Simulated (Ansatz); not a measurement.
# CH5BOS: the cost of one run

All numbers below are computed with Ansatz 0.2.0 (RKS PBE-D4/def2-SVP).

### Step 1. The starting structure

Bond lengths: C1–B2 1.585 Å, B2–O3 1.330 Å, B2–S4 1.831 Å, C1–H5 1.089 Å, C1–H6 1.089 Å, C1–H7 1.086 Å, O3–H8 0.958 Å, S4–H9 1.323 Å. Angles: C1–B2–O3 119.8°, C1–B2–S4 120.3°, O3–B2–S4 119.9°, B2–C1–H5 111.3°, B2–C1–H6 111.8°, B2–C1–H7 111.2°, H5–C1–H6 106.8°, H5–C1–H7 107.6°, H6–C1–H7 107.9°, B2–O3–H8 119.3°, B2–S4–H9 97.7°.

Coordinates:

```xyz
9

C     0.2177    0.8579   -0.6652
B     0.0969   -0.4981    0.1474
O     0.8636   -1.5351   -0.1789
S    -1.0970   -0.6457    1.5272
H    -0.7116    1.0950   -1.1806
H     0.4403    1.7014   -0.0140
H     1.0029    0.7983   -1.4130
H     0.7822   -2.3524    0.3140
H    -1.5950    0.5787    1.4632
```

### Step 2. Relaxing end A

File input.yaml:

```yaml
crystal:
  periodic: [false, false, false]
  atoms:
    - { symbol: C, position_ang: [0.21769, 0.85792, -0.66519] }
    - { symbol: B, position_ang: [0.09693, -0.49814, 0.14741] }
    - { symbol: O, position_ang: [0.86358, -1.53507, -0.17889] }
    - { symbol: S, position_ang: [-1.09697, -0.64569, 1.52724] }
    - { symbol: H, position_ang: [-0.71163, 1.09499, -1.18059] }
    - { symbol: H, position_ang: [0.44027, 1.70143, -0.01405] }
    - { symbol: H, position_ang: [1.00293, 0.79831, -1.41305] }
    - { symbol: H, position_ang: [0.78221, -2.35242, 0.31396] }
    - { symbol: H, position_ang: [-1.59501, 0.57867, 1.46317] }
basis:
  gaussian: { orbitals: def2-SVP }
hamiltonian:
  xc: pbe
  dispersion: d4
relax:
  f_tol: 0.015
  max_steps: 40
output:
  orbitals: {}
```

Command:

```bash
ansatz run input.yaml --threads 1 --pin off --max-ram 2048MiB --backend cpu --events-out ev --progress --plain --runs-dir out
```

What time and memory should one allow on 1 thread of Arm Neoverse V1, shared host?

About 16 s, with a peak of 0.14 GiB.
